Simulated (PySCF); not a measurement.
# H4Pb: the cost of one run

The runs use PySCF 2.14.0; levels as typed in each script, gas phase, geometry from GFN2-xTB.

## (1) Starting geometry

5 atoms, charge 0, spin multiplicity 1.

Bond lengths: Pb1–H2 1.721 Å, Pb1–H3 1.721 Å, Pb1–H4 1.721 Å, Pb1–H5 1.721 Å. Angles: H2–Pb1–H3 109.5°, H2–Pb1–H4 109.5°, H2–Pb1–H5 109.5°, H3–Pb1–H4 109.5°, H3–Pb1–H5 109.5°, H4–Pb1–H5 109.5°.

Geometry (Å):

```xyz
5
H4Pb
Pb    0.0000    0.0000    0.0000
H    -1.1953   -0.9935    0.7387
H     1.1953   -0.9935   -0.7387
H     0.7388    0.9936    1.1951
H    -0.7388    0.9936   -1.1951
```

## (2) Density, bond paths and surface potential (PBE/def2-tzvp)

Input file input.py:

```python
import numpy as np
from pyscf import gto, scf, dft
from pyscf.scf import atom_ks, atom_hf
from scipy.linalg import block_diag

def solve(mol, dm0=None, hcore=None):
    mf = (dft.UKS if mol.spin else dft.RKS)(mol, xc='pbe')
    mf.grids.level = 3
    mf = mf.density_fit(auxbasis='def2-universal-jkfit')
    mf.conv_tol, mf.max_cycle = 1e-8, 80
    if hcore is not None:
        mf.get_hcore = lambda *args: hcore
    mf.kernel(dm0)
    if not mf.converged:
        mf = mf.newton().run(mf.mo_coeff, mf.mo_occ, max_cycle=30)
    assert mf.converged, 'SCF not converged'
    return mf

mol = gto.M(atom='''
Pb     0.00000     0.00000     0.00000
H     -1.19526    -0.99346     0.73868
H      1.19527    -0.99347    -0.73867
H      0.73879     0.99359     1.19509
H     -0.73878     0.99360    -1.19508
''', basis='def2-tzvp', ecp={'Pb': 'def2-tzvp'}, charge=0, spin=0, verbose=4)
mf = solve(mol)
mf.analyze()
# spherically averaged free atoms, for the promolecule
atom_ks.AtomSphAverageRKS.init_guess_by_vsap = lambda self, mol=None: self.init_guess_by_minao(mol)  # core potentials
atm = atom_ks.get_atm_nrks(mol, xc='pbe')
pro = block_diag(*[(atm[a[0]][2] * atm[a[0]][3]) @ atm[a[0]][2].T for a in mol._atom])
np.savez('result.npz', e=mf.e_tot, c=mf.mo_coeff, occ=mf.mo_occ, eps=mf.mo_energy, pro=pro, dip=mf.dip_moment(verbose=0), s2=mf.spin_square()[0])
```

The run is started by

```bash
> OMP_NUM_THREADS=1 python input.py
```

What time and memory should one allow on 1 thread of Intel Xeon Platinum 8488C (Sapphire Rapids), shared host?

About 4.8 s, with a peak of 0.29 GiB.
